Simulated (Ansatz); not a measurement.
**TaBi (zincblende): equation of state**

One table from this session's results is given with a row withheld; the runs are named, their logs left out.

Program: Ansatz 0.2.0. Level of theory: DFT PBE, scalar-relativistic, plane waves, PAW. These are calculated values, not measurements.

1 further run of the same task is left out (it didn't finish). Runs told in other sessions of the task aren't counted.

## The structure to begin with

It takes space group F-43m (No. 216, cubic). The conventional cell has a = 6.461 Å, b = 6.461 Å, c = 6.461 Å, α = 90.00°, β = 90.00°, γ = 90.00°. Around Ta (site symmetry -43m) lie 4 Bi at 2.80 Å. Bi (site symmetry -43m) has 4 Ta at 2.80 Å in its first shell of neighbours.

Structure file:

```
Ta Bi
1.0
     0.00000    3.23048    3.23048
     3.23048    0.00000    3.23048
     3.23048    3.23048    0.00000
Ta Bi
1 1
Direct
  0.00000 0.00000 0.00000
  0.25000 0.25000 0.25000
```

This cell comes from an earlier session at PBE: 33.713 Å³/atom at -0.02 GPa, on a 10×10×10 mesh.

Volume factors to run: 0.980, 1.020, 0.960, 1.040, 1.070, 1.100, 0.945.

Set-up of the first run:

Contents of input.yaml:

```yaml
crystal:
  lattice:
    - [0.0, 3.2088007285, 3.2088007285]
    - [3.2088007285, 0.0, 3.2088007285]
    - [3.2088007285, 3.2088007285, 0.0]
  atoms:
    - { symbol: Ta, position: [0.0, 0.0, 0.0] }
    - { symbol: Bi, position: [0.25, 0.25, 0.25] }
basis:
  ecutwfc: 420
  ecutrho_ratio: 4
kpoints:
  mp_grid: { grid: [10, 10, 10] }
hamiltonian:
  xc: pbe
scf:
  occupations: { method: gaussian, width: 0.05 }
output:
  forces: true
  stress: true
  eigenvalues: true
```

Launch:

```bash
ansatz run input.yaml --threads 2 --pin off --max-ram 2662MiB --backend cpu --events-out ev --progress --plain --runs-dir out
```

Among the steps run: Volume × 0.980; Volume × 1.020; Scaling the volume by 0.960; Volume × 1.040; Volume × 1.070; Volume × 1.100; Scaling the volume by 0.945.

One of the session's tables, all rows but one given; the rest of the session is left out.

It belongs to the step «Energy and pressure against volume». 

| volume (Å³/atom) | energy (meV/atom) | pressure (GPa) |
| --- | --- | --- |
| 31.859 | 21.56 | 3.98 |
| 32.365 | 11.00 | 2.76 |
| 33.039 | 2.58 | 1.30 |
| 33.713 | 0.00 | -0.02 |
| 34.388 | 2.65 | -1.20 |
| 35.062 | 9.99 | -2.25 |
| 36.073 | ? | ? |
| 37.085 | 55.63 | -4.81 |

**Question.** Estimate the row for volume (Å³/atom) = 36.073.

Worked estimate for «energy (meV/atom)». A straight line through the neighbours (35.062, 9.99) and (37.085, 55.63) gives 9.99 + (55.63 − 9.99) × (36.073 − 35.062) / (37.085 − 35.062) = 32.80; a parabola fitted to 3 rows on both sides gives 28.37.

**Answer.** energy (meV/atom): 28.78; pressure (GPa): -3.64. In «energy (meV/atom)» the line misses by +4.02 and the parabola by -0.41.
